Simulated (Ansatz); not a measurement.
Consider a test of the smearing width of TiTc, space group Pm-3m (the Python package of Ansatz (0.2.0)).

Script `smear.py`:
```python
# -*- coding: utf-8 -*-
import ansatz
from tabulate import tabulate

titc = (
    ansatz.Lattice.cubic(3.11)
    .space_group(221)
    .atom("Ti", (0.5, 0.5, 0.5))
    .atom("Tc", (0.0, 0.0, 0.0))
)

model = (
    titc.calculation()
    .functional(ansatz.Functional.LDA)
    .kpoints(7, center="gamma")
)

rows = []
for value in [0.25, 0.15, 0.1, 0.05, 0.025]:
    data = model.occupations("methfessel_paxton", width=value).run().report
    rows.append((value, data["free_energy_ev"] / len(data["lattice"]["sites"]), data["n_iterations"], data["n_kpoints"]))

print(tabulate(rows, headers=["width (eV)", "F/atom (eV)", "iterations", "k-points"], floatfmt=".4f", tablefmt="simple"))

for row in rows[:-1]:
    shift = 1000 * (row[1] - rows[-1][1])
    print(f"{row[0]}: {shift:+.2f} meV/atom" + ("  (within 2 meV)" if abs(shift) < 2 else ""))
```

How much does the free energy per atom change between the narrowest and the widest smearing, and why?

Going from 0.025 to 0.25 eV changes F by -1.9 meV an atom. This scheme is built to cancel the term in the square of the width, so the shifts stay small and are partly the mesh's error.

The output:

```console
$ python smear.py
DeckWarning: basis.ecutwfc = 500 eV, auto-derived from the records' recommended cutoffs: set by Tc (normal level)
  width (eV)    F/atom (eV)    iterations    k-points
------------  -------------  ------------  ----------
      0.2500     -3866.2595             6          20
      0.1500     -3866.2590             6          20
      0.1000     -3866.2586             6          20
      0.0500     -3866.2580             6          20
      0.0250     -3866.2576             7          20
0.25: -1.93 meV/atom  (within 2 meV)
0.15: -1.46 meV/atom  (within 2 meV)
0.1: -1.06 meV/atom  (within 2 meV)
0.05: -0.37 meV/atom  (within 2 meV)
```
(Warnings from the package without file and line.)

What to keep in mind:
- The run is spin-unpolarised.
- For a metal this k-point mesh is coarse: on a finer one energies can move by several to tens of meV an atom and pressures by half a GPa or more, differences at one mesh by less.
- The narrowest width needs the finest mesh, so the last row is no converged reference.
- The starting cell is as deposited in a crystallographic database; the results hold for this polymorph, which needn't be the stable one.
- It ran for 4.9 s on 1 thread of Arm Neoverse V1, on a shared host, peak memory 0.34 GiB.

(A comment or docstring line of the script was reworded after the run, the code is as it ran; lines on the test bed's own set-up are left out of the output.)
